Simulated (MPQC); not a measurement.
**SeO (Selenium monoxide): a chain of runs**

Wanted: a series of 10 runs (UKMLYP/pcseg-1) of OSe. The setting varied is the integration grid. 

The calculation is run with MPQC 2.3.1.

8 further runs of the same task are left out: 1 that didn't finish, 7 set aside as unsound or not needed.

## 1. The system as given

SeO has 2 atoms, charge 0, and is taken as a triplet. As SMILES, `O=[Se]`. Geometry: a GFN2-xTB relaxation, a rough one for these elements and not checked as a minimum.

Bond lengths: O1–Se2 1.604 Å.

## 2. The energy at UKMLYP/pcseg-1 (run 1)

File job.in:

```
molecule<Molecule>: (
   symmetry = c1
   unit = angstrom
   { atoms geometry } = {
      O  [ 0.000000     0.000000     0.000000 ]
      Se [ 0.000000     0.000000     1.604210 ]
   }
)
basis<GaussianBasisSet>: (
   name = "pcseg-1"
   molecule = $:molecule
   basisdir = "."
   puream = yes
)
mpqc: (
   checkpoint = no
   savestate = no
   restart = no
   do_energy = yes
   do_gradient = no
   optimize = no
   mole<UKS>: (
      molecule = $:molecule
      basis = $:basis
      total_charge = 0
      multiplicity = 3
      memory = 1000000000
      print_evals = yes
      maxiter = 70
      value_accuracy = 1e-08
      functional<StdDenFunctional>: ( name = "KMLYP" )
      integrator<RadialAngularIntegrator>: ( grid = coarse )
      guess_wavefunction<UHF>: (
         molecule = $:molecule
         total_charge = 0
         multiplicity = 3
         memory = 1000000000
         value_accuracy = 1e-3
         basis<GaussianBasisSet>: (
            name = "3-21G"
            molecule = $:molecule
         )
      )
   )
)
```

The basis set pcseg-1 is read from a file made from the Basis Set Exchange's data (not shown).

On the command line:

```console
$ mpqc -o job.out job.in
```

Output:

```text
MPQC: Massively Parallel Quantum Chemistry
[...]
  WARNING: BeckeIntegrationWeight usually uses the atomic maximum
           probability radius, however this is not available for
[...]
  Integrated electron density error = 0.006616915296
  iter     1 energy = -2474.7882726766 delta = 3.81132e-01
[...]
  Integrated electron density error = 0.001507768119
  iter    30 energy = -2475.2427700213 delta = 2.22577e-08
  Integrated electron density error = 0.001507768093
  iter    31 energy = -2475.2427700216 delta = 1.34548e-08
  Integrated electron density error = 0.001507768089
  iter    32 energy = -2475.2427700215 delta = 1.58734e-08
  Integrated electron density error = 0.001507768060
  iter    33 energy = -2475.2427700216 delta = 3.54017e-08
[...]
  <S^2>      = 2.015249
  total scf energy = -2475.2427700216
Value of the MolecularEnergy: -2475.2427700216
[...]
        symmetry = c1
[...]
        nbasis = 41
[...]
      nalpha = 22
      nbeta = 20
[...]
```

It took 4.8 s on 1 thread of Arm Neoverse V2, shared host; peak memory 0.08 GiB.

## 3. The doublet cation: the energy at UKMLYP/pcseg-1 (run 2)

Edit job.in of step 2 so:

```diff
@@ -24,4 +24,4 @@
       basis = $:basis
-      total_charge = 0
-      multiplicity = 3
+      total_charge = 1
+      multiplicity = 2
       memory = 1000000000
@@ -34,4 +34,4 @@
          molecule = $:molecule
-         total_charge = 0
-         multiplicity = 3
+         total_charge = 1
+         multiplicity = 2
          memory = 1000000000
```

The basis set pcseg-1 is read from a file made from the Basis Set Exchange's data (not shown).

On the command line:

```console
$ mpqc -o job.out job.in
```

Output:

```text
MPQC: Massively Parallel Quantum Chemistry
                                   Version 2.3.1

  Using IntegralV3 by default for molecular integrals evaluation

[... 1 line left out ...]

      alpha = [ 21 ]
      beta  = [ 20 ]

  USCF::init: total charge = 1

  alpha = [ 21 ]
  beta  = [ 20 ]

  Molecular formula OSe

[... 68 lines left out ...]
  Integrated electron density error = 0.001266226027
[... 10 lines left out ...]
  iter     9 energy = -2474.8364706696 delta = 5.70779e-05
[... 11 lines left out ...]
  Integrated electron density error = 0.001295869847
[... 1 line left out ...]
  Integrated electron density error = 0.001295595919
[... 1 line left out ...]
  Integrated electron density error = 0.001296056764
[... 1 line left out ...]
  Integrated electron density error = 0.001296209538
[... 1 line left out ...]
  Integrated electron density error = 0.001296407201
[... 1 line left out ...]
  Integrated electron density error = 0.001296295205
  iter    70 energy = -2474.8364620629 delta = 8.93962e-06
[... 1 line left out ...]
  <S^2>exact = 0.750000
  <S^2>      = 0.756238

  total scf energy = -2474.8364620629
ERROR: SC EXCEPTION RAISED:
terminate called after throwing an instance of 'sc::ToleranceExceeded'
```

Wall time 9.3 s (1 thread of Arm Neoverse V2, shared host); peak memory 0.08 GiB.

The iterations ended before the threshold was met.

## 4. A single-point energy at UKMLYP/pcseg-1 (run 3)

Edit job.in of step 3 so:

```diff
@@ -24,4 +24,4 @@
       basis = $:basis
-      total_charge = 1
-      multiplicity = 2
+      total_charge = 0
+      multiplicity = 3
       memory = 1000000000
@@ -31,7 +31,7 @@
       functional<StdDenFunctional>: ( name = "KMLYP" )
-      integrator<RadialAngularIntegrator>: ( grid = coarse )
+      integrator<RadialAngularIntegrator>: ( grid = medium )
       guess_wavefunction<UHF>: (
          molecule = $:molecule
-         total_charge = 1
-         multiplicity = 2
+         total_charge = 0
+         multiplicity = 3
          memory = 1000000000
```

The basis set pcseg-1 is read from a file made from the Basis Set Exchange's data (not shown).

On the command line:

```console
$ mpqc -o job.out job.in
```

Output:

```text
MPQC: Massively Parallel Quantum Chemistry
[...]
  WARNING: BeckeIntegrationWeight usually uses the atomic maximum
           probability radius, however this is not available for
[...]
  Integrated electron density error = 0.006616915296
  iter     1 energy = -2474.7882726766 delta = 3.81132e-01
[...]
  Integrated electron density error = -0.002086794908
  iter    29 energy = -2475.2417345951 delta = 2.41411e-08
  Integrated electron density error = -0.002086794931
  iter    30 energy = -2475.2417345951 delta = 3.32007e-08
  Integrated electron density error = -0.002086794952
  iter    31 energy = -2475.2417345951 delta = 5.47264e-08
  Integrated electron density error = -0.002086794960
  iter    32 energy = -2475.2417345951 delta = 1.39330e-08
[...]
  <S^2>      = 2.015264
  total scf energy = -2475.2417345951
Value of the MolecularEnergy: -2475.2417345951
[...]
        symmetry = c1
[...]
        nbasis = 41
[...]
      nalpha = 22
      nbeta = 20
[...]
```

Wall time 6.9 s (1 thread of Arm Neoverse V2, shared host); peak memory 0.08 GiB.

Runs 4 to 9 aren't shown in full; the table further down has their settings and results.

## 5. The doublet cation: the energy at UKMLYP/pcseg-1 (run 10)

Edit job.in of step 4 so:

```diff
@@ -24,4 +24,4 @@
       basis = $:basis
-      total_charge = 0
-      multiplicity = 3
+      total_charge = 1
+      multiplicity = 2
       memory = 1000000000
@@ -31,7 +31,7 @@
       functional<StdDenFunctional>: ( name = "KMLYP" )
-      integrator<RadialAngularIntegrator>: ( grid = medium )
+      integrator<RadialAngularIntegrator>: ( grid = ultrafine )
       guess_wavefunction<UHF>: (
          molecule = $:molecule
-         total_charge = 0
-         multiplicity = 3
+         total_charge = 1
+         multiplicity = 2
          memory = 1000000000
```

The basis set pcseg-1 is read from a file made from the Basis Set Exchange's data (not shown).

On the command line:

```console
$ mpqc -o job.out job.in
```

Output:

```text
MPQC: Massively Parallel Quantum Chemistry
                                   Version 2.3.1

  Using IntegralV3 by default for molecular integrals evaluation

[... 1 line left out ...]

      alpha = [ 21 ]
      beta  = [ 20 ]

  USCF::init: total charge = 1

  alpha = [ 21 ]
  beta  = [ 20 ]

  Molecular formula OSe

[... 68 lines left out ...]
  Integrated electron density error = 0.001266226027
[... 10 lines left out ...]
  iter     9 energy = -2474.8367069288 delta = 3.10442e-05
[... 11 lines left out ...]
  Integrated electron density error = 0.000162115721
[... 1 line left out ...]
  Integrated electron density error = 0.000162079383
[... 1 line left out ...]
  Integrated electron density error = 0.000000955831
[... 1 line left out ...]
  Integrated electron density error = 0.000000955837
[... 1 line left out ...]
  Integrated electron density error = 0.000162027390
[... 1 line left out ...]
  Integrated electron density error = 0.000000955775
  iter    70 energy = -2474.8365695452 delta = 9.07913e-06
[... 1 line left out ...]
  <S^2>exact = 0.750000
  <S^2>      = 0.756237

  total scf energy = -2474.8365695452
ERROR: SC EXCEPTION RAISED:
terminate called after throwing an instance of 'sc::ToleranceExceeded'
```

It took 47 s on 1 thread of Arm Neoverse V2, shared host; peak memory 0.08 GiB.

The run stopped without converging.

## 6. Overview of the runs

```csv
run,integration grid,partner,energy (Eh),wall time
1,coarse,base,-2475.242770,4.8 s
2,coarse,cation,not converged,9.3 s
3,medium,base,-2475.241735,6.9 s
4,medium,cation,not converged,15 s
5,fine,base,-2475.242922,11 s
6,fine,cation,not converged,23 s
7,xfine,base,-2475.242789,19 s
8,xfine,cation,not converged,43 s
9,ultrafine,base,-2475.242788,30 s
10,ultrafine,cation,not converged,47 s
```

Convergence of the total energy of triplet SeO with the integration grid, against the last point:

| integration grid | from the last (mEh) | wall time |
| --- | --- | --- |
| coarse | +0.018 | 4.8 s |
| medium | +1.053 | 6.9 s |
| fine | -0.134 | 11 s |
| xfine | -0.001 | 19 s |
| ultrafine | +0.000 | 30 s |

## 7. Results

| quantity | value |
| --- | --- |
| run 9, UKMLYP/pcseg-1: total energy | -2475.24279 Eh |
| run 9, UKMLYP/pcseg-1: ⟨S²⟩ | 2.015 |

What this shows: For the total energy of triplet SeO to stay within 1 mEh of the last point, fine is the first point of the series from which all later ones do (11 s against 30 s). For the total energy of triplet SeO to stay within 0.1 mEh of the last point, xfine is the first point of the series from which all later ones do (19 s against 30 s). Over the runs the total energy spans 0.032 eV. All runs together took 3.5 min, the longest 47 s. 5 of the 10 runs did not end normally.
